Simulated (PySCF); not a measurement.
**GeTe: changing the method**

What do other methods print for GeTe?

The runs use PySCF 2.14.0; method and basis as typed in the scripts.

10 further runs of the same task are left out: 2 for a known fault of the program, 8 that didn't finish.

## 1. Starting geometry

GeTe: 2 atoms, charge 0, spin multiplicity 1.

Bond lengths: Ge1–Te2 2.604 Å.

## 2. The run that the others are compared with

Input file input.py:

```python
from pyscf import gto, scf, mp

mol = gto.M(
    atom='Ge 0 0 0; Te 0 0 2.604',
    basis='lanl2dz',
    ecp={'Ge': 'lanl2dz', 'Te': 'lanl2dz'},
    charge=0,
    spin=0,
    verbose=3,
)
mf = scf.RHF(mol)
mf.kernel()
mp.MP2(mf).kernel()
mf.dip_moment()
print('orbital energies (hartree):', mf.mo_energy[..., max(0, mol.nelec[1]-3):mol.nelec[0]+3].round(4))
```

The run is started by

```console
OMP_NUM_THREADS=1 python input.py
```

## 3. R2scan (RKS)

Variant 1 changes functional: none (Hartree–Fock) → r2scan; SCF type: RHF → RKS; step after the SCF: mp2 → analyze.

input.py, as its differences from that of step 2:

```diff
@@ -1,2 +1,2 @@
-from pyscf import gto, scf, mp
+from pyscf import gto, dft
 
@@ -10,5 +10,5 @@
 )
-mf = scf.RHF(mol)
+mf = dft.RKS(mol, xc='r2scan')
 mf.kernel()
-mp.MP2(mf).kernel()
+mf.mulliken_pop()
 mf.dip_moment()
```

## 4. NEVPT2

Variant 2 changes step after the SCF: mp2 → nevpt2; active space: none → 4 electrons in 4 orbitals.

input.py, as its differences from that of step 2:

```diff
@@ -1,2 +1,2 @@
-from pyscf import gto, scf, mp
+from pyscf import gto, scf, mcscf, mrpt
 
@@ -12,3 +12,6 @@
 mf.kernel()
-mp.MP2(mf).kernel()
+mc = mcscf.CASSCF(mf, 4, 4)
+mc.kernel()
+mc.analyze()
+mrpt.NEVPT(mc).kernel()
 mf.dip_moment()
```

## 5. Pbe0 (RKS)

Variant 3 changes functional: none (Hartree–Fock) → pbe0; SCF type: RHF → RKS; step after the SCF: mp2 → analyze.

input.py, as its differences from that of step 2:

```diff
@@ -1,2 +1,2 @@
-from pyscf import gto, scf, mp
+from pyscf import gto, dft
 
@@ -10,5 +10,5 @@
 )
-mf = scf.RHF(mol)
+mf = dft.RKS(mol, xc='pbe0')
 mf.kernel()
-mp.MP2(mf).kernel()
+mf.mulliken_pop()
 mf.dip_moment()
```

## 6. Wb97x (RKS)

Variant 4 changes functional: none (Hartree–Fock) → wb97x; SCF type: RHF → RKS; step after the SCF: mp2 → analyze.

input.py, as its differences from that of step 2:

```diff
@@ -1,2 +1,2 @@
-from pyscf import gto, scf, mp
+from pyscf import gto, dft
 
@@ -10,5 +10,5 @@
 )
-mf = scf.RHF(mol)
+mf = dft.RKS(mol, xc='wb97x')
 mf.kernel()
-mp.MP2(mf).kernel()
+mf.mulliken_pop()
 mf.dip_moment()
```

## 7. Population analysis

Variant 5 changes step after the SCF: mp2 → analyze.

input.py, as its differences from that of step 2:

```diff
@@ -1,2 +1,2 @@
-from pyscf import gto, scf, mp
+from pyscf import gto, scf
 
@@ -12,3 +12,3 @@
 mf.kernel()
-mp.MP2(mf).kernel()
+mf.mulliken_pop()
 mf.dip_moment()
```

What does the calculation give? Wanted: for each run, E(SCF); from base; SCF dipole; after the SCF.

**Answer**, as computed:

```csv
run,E(SCF) (hartree),from base (eV),SCF dipole (D),after the SCF
base,-11.487203,0,3.40,MP2 correlation -2.411 eV
r2scan (RKS),-11.839379,not comparable,2.10,n/a
NEVPT2,-11.487203,0.0000,3.40,"NEVPT2 correlation -2.482 eV (from the SCF energy, the CASSCF gain included)"
pbe0 (RKS),-11.830900,not comparable,2.27,n/a
wb97x (RKS),-11.796537,not comparable,2.84,n/a
population analysis,-11.487203,0.0000,3.40,n/a
```

**Reading.** A lower total energy from another functional means nothing by itself.
